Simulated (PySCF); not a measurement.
# GeNH5: electronic excitations at several levels of theory

How much do the electronic excitations of GeNH5 (`[NH2][GeH3]`) depend on the level of theory, and what does each level cost?

Programs: PySCF 2.14.0, with density-fitted response routines of our own. Each step states its level of theory. These are calculated values for one molecule in the gas phase, unless marked as measured. Atoms count from 0, in the outputs and in this text.

**1. The starting structure**

7 atoms, charge 0, multiplicity 1; geometry from: GFN2-xTB. The atoms were then displaced at random by about 0.01 Å, so the start is not that level's minimum.

Bonds of the start (Å): N0–Ge1 1.84, N0–H2 1.01, N0–H3 0.99, Ge1–H4 1.48, Ge1–H5 1.50, Ge1–H6 1.50.

**2. Optimising the geometry at PBE0-D3(BJ)/def2-SVP**

Job settings and geometry (Å):

```
{"job": {"xc": "PBE0", "basis": "def2-SVP", "d3": "d3bj", "grid": 1, "shake": 0.01, "kind": "geom"}, "charge": 0, "multiplicity": 1}
N      1.106620    -0.144230     0.230890
Ge    -0.694720     0.118700    -0.005860
H      1.679800     0.466370    -0.329130
H      1.458390    -1.066670     0.166340
H     -1.359670    -0.748750     0.999290
H     -0.948150     1.572220     0.259980
H     -1.208320    -0.226740    -1.371430
```

On the command line:

```console
OMP_NUM_THREADS=1 python probes_run.py task.json out
```

The driver reads the jobs from task.json and runs them one after another.

Output:

```text
step   0  E = -2134.12015649  max force = 0.023988
step   1  E = -2134.12320366  max force = 0.005392
step   2  E = -2134.12348918  max force = 0.001066
step   3  E = -2134.12349500  max force = 0.000346
optimisation converged
```

It took 5.8 s on 1 thread of Arm Neoverse V1, shared host; peak memory 0.31 GiB.

Along the way:

| step | energy from step 0 (eV) | largest force component (eV/Å) |
| --- | --- | --- |
| 0 | 0.0000 | 1.2335 |
| 1 | -0.0829 | 0.2773 |
| 2 | -0.0907 | 0.0548 |
| 3 | -0.0908 | 0.0178 |

Close pairs (by a distance rule), those that changed most:

| bond | before (Å) | after (Å) | change (Å) |
| --- | --- | --- | --- |
| Ge1–H4 | 1.485 | 1.538 | +0.053 |
| Ge1–H6 | 1.499 | 1.550 | +0.051 |
| Ge1–H5 | 1.499 | 1.538 | +0.039 |
| N0–H3 | 0.989 | 1.017 | +0.027 |
| N0–H2 | 1.007 | 1.017 | +0.009 |
| N0–Ge1 | 1.836 | 1.837 | +0.002 |

The final coordinates are the input of the step that follows.

| at the end point | value |
| --- | --- |
| point group (found at 0.08 Å tolerance) | Cs |
| rotational constants (GHz, main isotopes) | 62.930, 9.537, 9.333 |
| dipole moment (D) | 1.23 |

**3. TDDFT and polarisability: PBE0/aug-cc-pVDZ**

Job settings and geometry (Å):

```
{"job": {"kind": "uv", "xc": "PBE0", "basis": "aug-cc-pVDZ"}, "charge": 0, "multiplicity": 1}
N      0.932905    -0.168766     0.278823
Ge    -0.879281     0.018389     0.039357
H      1.496292     0.433560    -0.315665
H      1.273760    -1.121147     0.178125
H     -1.566253    -0.890404     1.073139
H     -1.214559     1.496162     0.305289
H     -1.398608    -0.359955    -1.371686
```

Level: TDDFT PBE0/aug-cc-pVDZ, vertical, gas phase, core orbitals frozen in the response.

Output:

```text
coarse grid: 24896 points
cycle   1  E = -2134.3686607055  dE = -6.459e-01  |g| = 3.992e-01  |ddm| = 4.738e+00
cycle   2  E = -2134.3236729542  dE =  4.499e-02  |g| = 5.871e-01  |ddm| = 1.401e+00
cycle   3  E = -2134.4029634444  dE = -7.929e-02  |g| = 4.707e-02  |ddm| = 8.388e-01
cycle   4  E = -2134.4034987736  dE = -5.353e-04  |g| = 7.690e-03  |ddm| = 1.123e-01
cycle   5  E = -2134.4035115135  dE = -1.274e-05  |g| = 1.902e-03  |ddm| = 2.992e-02
cycle   6  E = -2134.4035126834  dE = -1.170e-06  |g| = 2.095e-04  |ddm| = 5.764e-03
final grid: 50896 points
cycle   7  E = -2134.4034798858  dE = -1.110e-08  |g| = 1.938e-04  |ddm| = 2.502e-03
cycle   8  E = -2134.4034798787  dE =  7.013e-09  |g| = 2.651e-04  |ddm| = 7.532e-04
cycle   9  E = -2134.4034798947  dE = -1.592e-08  |g| = 3.098e-05  |ddm| = 3.955e-04
cycle  10  E = -2134.4034798949  dE = -2.328e-10  |g| = 2.545e-06  |ddm| = 6.727e-05
converged SCF energy = -2134.4034798949

Static polarisability (au): isotropic 43.217, principal 41.080 41.624 46.947

Singlet excitations
state   eV       nm        f      main configurations
  1   5.6868    218.0   0.02557   H->L 0.97
  2   6.4943    190.9   0.04676   H->L+1 0.96
  3   6.9191    179.2   0.00003   H->L+2 0.96
  4   7.2528    170.9   0.01354   H->L+4 0.66, H->L+3 0.30
  5   7.3786    168.0   0.00946   H->L+3 0.68, H->L+4 0.30
  6   7.4235    167.0   0.00434   H->L+5 0.96
  7   7.6925    161.2   0.05018   H->L+6 0.95
  8   7.9219    156.5   0.00042   H->L+7 0.93
  9   7.9973    155.0   0.01866   H-1->L 0.93
 10   8.1707    151.7   0.04754   H-2->L 0.95

Triplet excitations (Tamm-Dancoff, eV): 5.3423 6.2227 6.7966 7.0793
```

Wall time 4.7 s (1 thread of Arm Neoverse V1, shared host); peak memory 0.46 GiB.

Frontier orbitals and where they lie:

| orbital | eV | atoms |
| --- | --- | --- |
| HOMO−3 | -10.82 | N0 50 %, Ge1 23 %, H6 13 % |
| HOMO−2 | -9.63 | Ge1 39 %, H6 18 %, N0 16 % |
| HOMO−1 | -9.45 | Ge1 43 %, H5 25 %, H4 25 % |
| HOMO | -7.34 | N0 67 %, Ge1 12 %, H6 9 % |
| LUMO | -0.33 | Ge1 29 %, H3 23 %, H2 23 % |
| LUMO+1 | 0.13 | Ge1 30 %, H6 24 %, H4 20 % |
| LUMO+2 | 0.65 | Ge1 69 %, H2 10 %, H3 9 % |

With each of the 10 states as a Gaussian band of 0.4 eV half-width at 1/e, the curve within the window shown has maxima at 216 nm (ε 1,100), 191 nm (ε 1,900), 157 nm (ε 3,700) L/(mol cm). Beyond the last state computed it falls off for lack of states. The curve at chosen wavelengths:

(nm, ε (L/mol/cm)): (146, 1332), (150, 2690), (154, 3518), (158, 3625), (162, 3264), (165, 2780), (169, 2020), (173, 1369), (177, 1063), (181, 1201), (185, 1603), (189, 1903), (193, 1862), (196, 1636), (200, 1269), (204, 1024), (208, 969), (212, 1026), (216, 1072), (220, 1029), (224, 886), (227, 738), (231, 529), (235, 345), (239, 207), (243, 116)

Ground-state properties from the same run:

| property | computed |
| --- | --- |
| dipole moment (D) | 1.08 |
| polarisability (Å³) | 6.40 |
| HOMO–LUMO gap (eV) | 7.01 |
| −ε(HOMO) (eV) | 7.34 |

**4. Ultraviolet spectrum: PBE0/aug-cc-pVTZ**

The job, as its differences from that of step 3:

```diff
@@ -1,2 +1,2 @@
-{"job": {"kind": "uv", "xc": "PBE0", "basis": "aug-cc-pVDZ"}, "charge": 0, "multiplicity": 1}
+{"job": {"kind": "uv", "xc": "PBE0", "basis": "aug-cc-pVTZ"}, "charge": 0, "multiplicity": 1}
 N      0.932905    -0.168766     0.278823
```

Level: TDDFT PBE0/aug-cc-pVTZ, vertical, gas phase, core orbitals frozen in the response.

Output:

```text
coarse grid: 24896 points
cycle   1  E = -2134.4430317033  dE = -6.615e-01  |g| = 5.758e-01  |ddm| = 5.078e+00
cycle   2  E = -2134.3881767148  dE =  5.485e-02  |g| = 7.598e-01  |ddm| = 1.599e+00
cycle   3  E = -2134.4897745078  dE = -1.016e-01  |g| = 1.048e-01  |ddm| = 9.701e-01
cycle   4  E = -2134.4918746626  dE = -2.100e-03  |g| = 1.645e-02  |ddm| = 1.601e-01
cycle   5  E = -2134.4919133310  dE = -3.867e-05  |g| = 3.473e-03  |ddm| = 2.578e-02
cycle   6  E = -2134.4919165122  dE = -3.181e-06  |g| = 4.124e-04  |ddm| = 5.630e-03
final grid: 50896 points
cycle   7  E = -2134.4918813847  dE = -3.508e-08  |g| = 3.774e-04  |ddm| = 4.193e-03
cycle   8  E = -2134.4918813746  dE =  1.010e-08  |g| = 4.655e-04  |ddm| = 1.063e-03
cycle   9  E = -2134.4918814144  dE = -3.976e-08  |g| = 6.501e-05  |ddm| = 5.989e-04
cycle  10  E = -2134.4918814153  dE = -8.813e-10  |g| = 1.549e-05  |ddm| = 9.139e-05
converged SCF energy = -2134.4918814153

Static polarisability (au): isotropic 43.424, principal 41.333 41.825 47.113

Singlet excitations
state   eV       nm        f      main configurations
  1   5.7062    217.3   0.02444   H->L 0.97
  2   6.5064    190.6   0.04466   H->L+1 0.95
  3   6.9122    179.4   0.00005   H->L+2 0.94
  4   7.2035    172.1   0.01288   H->L+4 0.66, H->L+3 0.29
  5   7.3328    169.1   0.01465   H->L+3 0.69, H->L+4 0.29
  6   7.3498    168.7   0.00313   H->L+5 0.91
  7   7.5468    164.3   0.03149   H->L+6 0.92
  8   7.8337    158.3   0.00007   H->L+7 0.93
  9   7.9882    155.2   0.01992   H-1->L 0.94
 10   8.1514    152.1   0.04239   H-2->L 0.93

Triplet excitations (Tamm-Dancoff, eV): 5.3669 6.2462 6.7935 7.0481
```

It took 13 s on 1 thread of Arm Neoverse V1, shared host; peak memory 0.81 GiB.

Key values: HOMO -7.37 eV, LUMO -0.35 eV; lowest singlet 5.71 eV.

**5. Ultraviolet spectrum: PBE0/def2-TZVPD**

The job, as its differences from that of step 4:

```diff
@@ -1,2 +1,2 @@
-{"job": {"kind": "uv", "xc": "PBE0", "basis": "aug-cc-pVTZ"}, "charge": 0, "multiplicity": 1}
+{"job": {"kind": "uv", "xc": "PBE0", "basis": "def2-TZVPD"}, "charge": 0, "multiplicity": 1}
 N      0.932905    -0.168766     0.278823
```

Level: TDDFT PBE0/def2-TZVPD, vertical, gas phase, core orbitals frozen in the response.

Output:

```text
coarse grid: 24896 points
cycle   1  E = -2134.3956190977  dE = -6.601e-01  |g| = 7.242e-01  |ddm| = 2.074e+00
cycle   2  E = -2134.3306144841  dE =  6.500e-02  |g| = 9.546e-01  |ddm| = 9.040e-01
cycle   3  E = -2134.4510986862  dE = -1.205e-01  |g| = 1.037e-01  |ddm| = 5.427e-01
cycle   4  E = -2134.4532195799  dE = -2.121e-03  |g| = 2.148e-02  |ddm| = 7.161e-02
cycle   5  E = -2134.4532895235  dE = -6.994e-05  |g| = 3.645e-03  |ddm| = 1.305e-02
cycle   6  E = -2134.4532928001  dE = -3.277e-06  |g| = 4.797e-04  |ddm| = 3.695e-03
final grid: 50896 points
cycle   7  E = -2134.4532686676  dE = -2.135e-08  |g| = 5.257e-04  |ddm| = 2.305e-03
cycle   8  E = -2134.4532686402  dE =  2.739e-08  |g| = 7.101e-04  |ddm| = 7.683e-04
cycle   9  E = -2134.4532687174  dE = -7.716e-08  |g| = 6.779e-05  |ddm| = 4.053e-04
cycle  10  E = -2134.4532687183  dE = -9.727e-10  |g| = 2.298e-05  |ddm| = 5.695e-05
converged SCF energy = -2134.4532687183

Static polarisability (au): isotropic 42.951, principal 40.953 41.301 46.599

Singlet excitations
state   eV       nm        f      main configurations
  1   5.9035    210.0   0.02786   H->L 0.99
  2   6.8269    181.6   0.04718   H->L+1 0.98
  3   7.3680    168.3   0.00059   H->L+2 0.99
  4   7.7102    160.8   0.02129   H->L+3 0.77, H->L+4 0.20
  5   7.8111    158.7   0.02644   H->L+4 0.75, H->L+3 0.20
  6   8.0753    153.5   0.00844   H->L+5 0.96
  7   8.1759    151.6   0.01723   H-1->L 0.96
  8   8.3687    148.2   0.05106   H-2->L 0.94
  9   8.8292    140.4   0.15448   H-1->L+1 0.98
 10   8.8944    139.4   0.00017   H->L+6 0.94

Triplet excitations (Tamm-Dancoff, eV): 5.4977 6.4930 7.1511 7.3645
```

Wall time 6.6 s (1 thread of Arm Neoverse V1, shared host); peak memory 0.55 GiB.

In short: HOMO -7.36 eV, LUMO -0.02 eV; lowest singlet 5.90 eV.

**6. Comparing the runs: electronic excitations**

Excitations and ground-state properties, with basis size and wall time:

| run | lowest singlet (eV) | brightest (eV) | f | gap (eV) | α (Å³) | μ (D) | functions | time |
| --- | --- | --- | --- | --- | --- | --- | --- | --- |
| PBE0/aug-cc-pVDZ | 5.69 | 7.69 | 0.050 | 7.01 | 6.40 | 1.08 | 104 | 4.7 s |
| PBE0/aug-cc-pVTZ | 5.71 | 6.51 | 0.045 | 7.02 | 6.43 | 1.08 | 220 | 13 s |
| PBE0/def2-TZVPD | 5.90 | 8.83 | 0.154 | 7.34 | 6.36 | 1.08 | 136 | 6.6 s |

**7. Outcome**

```
                                quantity                        value
                             point group                           Cs
    rotational constants (main isotopes)        62.93, 9.54, 9.33 GHz
       lowest singlet (PBE0/aug-cc-pVDZ)  5.69 eV (218 nm), f = 0.026
brightest single state of those computed  state 7, 7.69 eV, f = 0.050
                          lowest triplet                      5.34 eV
             range of the lowest singlet              5.69 to 5.90 eV
```

In words: Single values in the summary come from the first run of each kind that ended normally (PBE0/aug-cc-pVDZ), which need not be the best level. Over 3 steps the energy fell by 0.091 eV; of the close pairs, Ge1–H4 changed most, 1.485 to 1.538 Å. No frequency check was run at this level, so the end point may be a saddle. The first singlet state (HOMO→LUMO 0.97) lies at 5.69 eV and is weak; of the 10 states computed, the strongest absorption comes from state 7 at 7.69 eV (the last state computed is bright too, and its partners may lie past the list). The lowest triplet lies 0.34 eV below the lowest singlet (triplets in Tamm-Dancoff, singlets in full TDDFT). States above −ε(HOMO) lie where TDDFT describes them poorly and they hang on the basis; the brightest is among them. The lowest singlet runs from 5.69 eV (PBE0/aug-cc-pVDZ) to 5.90 eV (PBE0/def2-TZVPD), while the orbital gap spans 7.01 to 7.34 eV. The lowest state need not be the same one in every run. The runs solved for a few states only, so the brightest column depends on that window.
